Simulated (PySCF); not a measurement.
# MoO₄ (-2): NMR shieldings

Wanted: NMR shieldings for MoO₄ (-2) (`[O]=[Mo-2](=[O])(=[O])=[O]`).

Programs: PySCF 2.14.0, with routines of our own; each step states its level. All values are computed. Atoms count from 0.

3 further runs of the same task are left out: 3 for a basis unfit for spin-orbit shieldings.

### 1 The system as given

5 atoms, charge -2, multiplicity 1; geometry from: GFN2-xTB.

### 2 NMR shieldings: PBE0/x2c-SVPall-2c, spin-free

Job settings and geometry (Å):

```
{"job": {"xc": "PBE0", "basis": "x2c-SVPall-2c", "rel": "sf", "kind": "hnmr"}, "charge": -2, "multiplicity": 1}
Mo    -0.000770    -0.000020     0.000380
O      0.010420    -0.017700     1.700210
O      1.598490     0.010230    -0.576940
O     -0.807910     1.392550    -0.547160
O     -0.800230    -1.385070    -0.576500
```

Method: PBE0/x2c-SVPall-2c GIAO NMR shielding, spin-free X2C, Gaussian nuclei, gas phase.

Run with:

```
> OMP_NUM_THREADS=1 python heavy_run.py task.json out
```

One launch serves the whole session: the jobs run in the order shown.

The program printed:

```text
spin-free SCF
coarse grid: 28896 points
cycle   1  E = -4346.7619814616  dE =  1.466e+00  |g| = 2.935e+00  |ddm| = 3.155e+00
cycle   2  E = -4336.4116305564  dE =  1.035e+01  |g| = 8.387e+00  |ddm| = 8.581e+00
cycle   3  E = -4348.2670827996  dE = -1.186e+01  |g| = 1.016e+00  |ddm| = 6.281e+00
cycle   4  E = -4348.4357280575  dE = -1.686e-01  |g| = 3.650e-01  |ddm| = 1.197e+00
cycle   5  E = -4348.4553654907  dE = -1.964e-02  |g| = 1.013e-01  |ddm| = 3.186e-01
cycle   6  E = -4348.4554455448  dE = -8.005e-05  |g| = 9.414e-02  |ddm| = 1.047e-01
cycle   7  E = -4348.4571619710  dE = -1.716e-03  |g| = 6.585e-03  |ddm| = 6.360e-02
cycle   8  E = -4348.4571696697  dE = -7.699e-06  |g| = 1.719e-03  |ddm| = 4.862e-03
final grid: 59240 points
cycle   9  E = -4348.4566687813  dE =  2.673e-06  |g| = 4.303e-03  |ddm| = 3.914e-03
cycle  10  E = -4348.4566500350  dE =  1.875e-05  |g| = 1.126e-02  |ddm| = 9.252e-03
cycle  11  E = -4348.4566720429  dE = -2.201e-05  |g| = 4.135e-04  |ddm| = 6.671e-03
cycle  12  E = -4348.4566720752  dE = -3.231e-08  |g| = 9.961e-05  |ddm| = 4.453e-04
cycle  13  E = -4348.4566720767  dE = -1.490e-09  |g| = 4.697e-05  |ddm| = 9.358e-05
converged SCF energy = -4348.4566720767
check of the scalar solution
cycle   1  E = -4348.4566720767  dE = -4.348e+03  |FDS-SDF| = 4.697e-05
cycle   2  E = -4348.4566720754  dE =  1.291e-09  |FDS-SDF| = 9.750e-05
cycle   3  E = -4348.4566720771  dE = -1.708e-09  |FDS-SDF| = 3.297e-06
converged, E = -4348.4566720771

Field gradients (au) and densities at the nuclei (bohr^-3)
atom        Vxx        Vyy        Vzz        centre      nuclear mean
  0 Mo    -0.0058    -0.0094     0.0152      74141.277      74087.819
  1 O     -0.0294    -0.0318     0.0612        286.911        286.910
  2 O     -0.0310    -0.0319     0.0629        286.911        286.910
  3 O     -0.0298    -0.0316     0.0614        286.911        286.910
  4 O     -0.0300    -0.0313     0.0613        286.911        286.910
without picture change
  0 Mo                           0.0156                    117120.503

Core orbital energies (eV)
atom   shell        mean    spread
  0 Mo 1s       -19858.721   0.000
  0 Mo 2s        -2816.203   0.000
  0 Mo 3s         -480.676   0.000
  0 Mo 4s          -59.904   0.000
  0 Mo 2p        -2516.586   0.000
  0 Mo 3p         -381.522   0.000
  0 Mo 4p          -32.991   0.002
  0 Mo 3d         -219.763   0.003

Shielding tensors (ppm)
atom      isotropic    diamagn.    paramagn.     s11        s22        s33       span
  0 Mo     -388.18     4025.94    -4414.12    -390.27    -387.40    -386.85       3.42
  1 O      -169.85      405.39     -575.24    -255.92    -253.98       0.34     256.26
  2 O      -169.92      405.36     -575.28    -255.12    -254.75       0.11     255.23
  3 O      -169.84      405.38     -575.23    -255.66    -254.16       0.30     255.96
  4 O      -169.85      405.38     -575.24    -255.57    -254.29       0.30     255.87
```

It took 11 s on 1 thread of Intel Xeon 6975P-C, shared host; peak memory 0.79 GiB.

### 3 NMR shieldings: PBE0/x2c-SVPall-2c in water, spin-free

Job settings and geometry (Å):

```
{"job": {"xc": "PBE0", "basis": "x2c-SVPall-2c", "rel": "sf", "solvent": "water", "kind": "hnmr"}, "charge": -2, "multiplicity": 1}
Mo    -0.000770    -0.000020     0.000380
O      0.010420    -0.017700     1.700210
O      1.598490     0.010230    -0.576940
O     -0.807910     1.392550    -0.547160
O     -0.800230    -1.385070    -0.576500
```

Method: PBE0/x2c-SVPall-2c GIAO NMR shielding, spin-free X2C, Gaussian nuclei, IEF-PCM water.

The program printed:

```text
spin-free SCF
coarse grid: 28896 points
cycle   1  E = -4347.1287555516  dE =  1.099e+00  |g| = 2.920e+00  |ddm| = 3.154e+00
cycle   2  E = -4337.3345853238  dE =  9.794e+00  |g| = 8.233e+00  |ddm| = 6.948e+00
cycle   3  E = -4348.6203893134  dE = -1.129e+01  |g| = 1.007e+00  |ddm| = 4.904e+00
cycle   4  E = -4348.7877259813  dE = -1.673e-01  |g| = 3.432e-01  |ddm| = 9.542e-01
cycle   5  E = -4348.8051561468  dE = -1.743e-02  |g| = 7.416e-02  |ddm| = 2.653e-01
cycle   6  E = -4348.8058343358  dE = -6.782e-04  |g| = 3.354e-02  |ddm| = 4.426e-02
cycle   7  E = -4348.8060431898  dE = -2.089e-04  |g| = 7.638e-03  |ddm| = 2.522e-02
cycle   8  E = -4348.8060540607  dE = -1.087e-05  |g| = 1.453e-03  |ddm| = 5.327e-03
cycle   9  E = -4348.8060544759  dE = -4.152e-07  |g| = 1.617e-04  |ddm| = 1.072e-03
final grid: 59240 points
cycle  10  E = -4348.8055561222  dE = -8.024e-09  |g| = 3.174e-04  |ddm| = 5.941e-04
cycle  11  E = -4348.8055560258  dE =  9.642e-08  |g| = 8.045e-04  |ddm| = 6.535e-04
cycle  12  E = -4348.8055561406  dE = -1.148e-07  |g| = 1.703e-05  |ddm| = 4.689e-04
cycle  13  E = -4348.8055561406  dE =  9.095e-12  |g| = 1.621e-05  |ddm| = 2.034e-05
converged SCF energy = -4348.8055561406
check of the scalar solution
cycle   1  E = -4348.8055561406  dE = -4.349e+03  |FDS-SDF| = 1.621e-05
cycle   2  E = -4348.8055561405  dE =  1.310e-10  |FDS-SDF| = 3.116e-05
converged, E = -4348.8055561405

Field gradients (au) and densities at the nuclei (bohr^-3)
atom        Vxx        Vyy        Vzz        centre      nuclear mean
  0 Mo    -0.0058    -0.0094     0.0152      74141.285      74087.826
  1 O     -0.0137    -0.0161     0.0297        286.903        286.902
  2 O     -0.0153    -0.0161     0.0314        286.902        286.902
  3 O     -0.0140    -0.0158     0.0298        286.902        286.902
  4 O     -0.0142    -0.0155     0.0298        286.902        286.902
without picture change
  0 Mo                           0.0156                    117120.516

Core orbital energies (eV)
atom   shell        mean    spread
  0 Mo 1s       -19868.210   0.000
  0 Mo 2s        -2825.692   0.000
  0 Mo 3s         -490.169   0.000
  0 Mo 4s          -69.410   0.000
  0 Mo 2p        -2526.075   0.000
  0 Mo 3p         -391.014   0.000
  0 Mo 4p          -42.502   0.002
  0 Mo 3d         -229.255   0.003

Shielding tensors (ppm)
atom      isotropic    diamagn.    paramagn.     s11        s22        s33       span
  0 Mo     -385.29     4026.01    -4411.30    -387.37    -384.52    -383.96       3.41
  1 O      -145.85      404.82     -550.68    -222.32    -220.36       5.11     227.43
  2 O      -145.69      404.80     -550.49    -221.22    -220.78       4.94     226.16
  3 O      -145.72      404.82     -550.54    -221.91    -220.39       5.14     227.05
  4 O      -145.79      404.82     -550.61    -221.89    -220.59       5.12     227.01
```

It took 10 s on 1 thread of Intel Xeon 6975P-C, shared host; peak memory 0.8 GiB.

### 4 NMR shieldings: PBE0/x2c-SVPall-2c in dichloromethane, spin-free

Job settings and geometry (Å):

```
{"job": {"xc": "PBE0", "basis": "x2c-SVPall-2c", "rel": "sf", "solvent": "dichloromethane", "kind": "hnmr"}, "charge": -2, "multiplicity": 1}
Mo    -0.000770    -0.000020     0.000380
O      0.010420    -0.017700     1.700210
O      1.598490     0.010230    -0.576940
O     -0.807910     1.392550    -0.547160
O     -0.800230    -1.385070    -0.576500
```

With the program's defaults for keys left out, this is: PBE0/x2c-SVPall-2c GIAO NMR shielding, spin-free X2C, Gaussian nuclei, IEF-PCM dichloromethane.

The program printed:

```text
spin-free SCF
coarse grid: 28896 points
cycle   1  E = -4347.0908914830  dE =  1.137e+00  |g| = 2.923e+00  |ddm| = 3.154e+00
cycle   2  E = -4337.2213620718  dE =  9.870e+00  |g| = 8.256e+00  |ddm| = 7.052e+00
cycle   3  E = -4348.5840996892  dE = -1.136e+01  |g| = 1.010e+00  |ddm| = 4.991e+00
cycle   4  E = -4348.7524498164  dE = -1.684e-01  |g| = 3.457e-01  |ddm| = 9.702e-01
cycle   5  E = -4348.7701377589  dE = -1.769e-02  |g| = 7.608e-02  |ddm| = 2.688e-01
cycle   6  E = -4348.7706373715  dE = -4.996e-04  |g| = 4.793e-02  |ddm| = 5.291e-02
cycle   7  E = -4348.7710796599  dE = -4.423e-04  |g| = 6.488e-03  |ddm| = 3.355e-02
cycle   8  E = -4348.7710873032  dE = -7.643e-06  |g| = 1.493e-03  |ddm| = 4.623e-03
final grid: 59240 points
cycle   9  E = -4348.7705870840  dE =  1.858e-06  |g| = 3.656e-03  |ddm| = 3.309e-03
cycle  10  E = -4348.7705746431  dE =  1.244e-05  |g| = 9.349e-03  |ddm| = 7.441e-03
cycle  11  E = -4348.7705893981  dE = -1.476e-05  |g| = 3.277e-04  |ddm| = 5.245e-03
cycle  12  E = -4348.7705894190  dE = -2.081e-08  |g| = 5.294e-05  |ddm| = 3.136e-04
cycle  13  E = -4348.7705894192  dE = -2.601e-10  |g| = 3.669e-05  |ddm| = 5.008e-05
converged SCF energy = -4348.7705894192
check of the scalar solution
cycle   1  E = -4348.7705894192  dE = -4.349e+03  |FDS-SDF| = 3.669e-05
cycle   2  E = -4348.7705894185  dE =  6.739e-10  |FDS-SDF| = 7.108e-05
converged, E = -4348.7705894185

Field gradients (au) and densities at the nuclei (bohr^-3)
atom        Vxx        Vyy        Vzz        centre      nuclear mean
  0 Mo    -0.0060    -0.0093     0.0153      74141.285      74087.827
  1 O     -0.0151    -0.0175     0.0326        286.903        286.902
  2 O     -0.0168    -0.0175     0.0343        286.903        286.903
  3 O     -0.0155    -0.0172     0.0327        286.903        286.902
  4 O     -0.0158    -0.0168     0.0326        286.903        286.902
without picture change
  0 Mo                           0.0157                    117120.517

Core orbital energies (eV)
atom   shell        mean    spread
  0 Mo 1s       -19867.258   0.000
  0 Mo 2s        -2824.740   0.000
  0 Mo 3s         -489.216   0.000
  0 Mo 4s          -68.457   0.000
  0 Mo 2p        -2525.123   0.000
  0 Mo 3p         -390.062   0.000
  0 Mo 4p          -41.548   0.002
  0 Mo 3d         -228.303   0.003

Shielding tensors (ppm)
atom      isotropic    diamagn.    paramagn.     s11        s22        s33       span
  0 Mo     -384.69     4026.00    -4410.69    -386.76    -383.94    -383.36       3.41
  1 O      -147.27      404.89     -552.16    -224.25    -222.31       4.75     229.00
  2 O      -147.31      404.87     -552.18    -223.48    -222.91       4.46     227.94
  3 O      -147.30      404.88     -552.18    -224.03    -222.55       4.68     228.71
  4 O      -147.35      404.88     -552.23    -223.98    -222.73       4.67     228.65
```

It took 10 s on 1 thread of Intel Xeon 6975P-C, shared host; peak memory 0.8 GiB.

### 5 Shieldings side by side

```
                                                     run      O2      O3      O4      O1     Mo0  time
                   step 2, PBE0/x2c-SVPall-2c, spin-free  -169.9  -169.8  -169.9  -169.9  -388.2  11 s
          step 3, PBE0/x2c-SVPall-2c in water, spin-free  -145.7  -145.7  -145.8  -145.9  -385.3  10 s
step 4, PBE0/x2c-SVPall-2c in dichloromethane, spin-free  -147.3  -147.3  -147.3  -147.3  -384.7  10 s
```

### 6 Results

| quantity | value |
| --- | --- |
| shieldings (step 2, PBE0/x2c-SVPall-2c, spin-free) | Mo0 -388.2, O1 -169.9, O2 -169.9, O3 -169.8, O4 -169.9 ppm |
| shieldings (step 3, PBE0/x2c-SVPall-2c in water, spin-free) | Mo0 -385.3, O1 -145.9, O2 -145.7, O3 -145.7, O4 -145.8 ppm |
| shieldings (step 4, PBE0/x2c-SVPall-2c in dichloromethane, spin-free) | Mo0 -384.7, O1 -147.3, O2 -147.3, O3 -147.3, O4 -147.3 ppm |

What this shows: In step 2 the highest level lies above zero, so the outer electrons are held by the basis. A continuum can't give the shift that close solvent molecules cause at an ion. O2 (with its equivalent atoms) moves most between the runs, by 24 ppm; the labels say what changes from run to run. No run holds spin-orbit coupling, which is large for shieldings at and beside heavy atoms. The geometry comes from tight binding, which is rough for metal atoms, and these values hang on it.
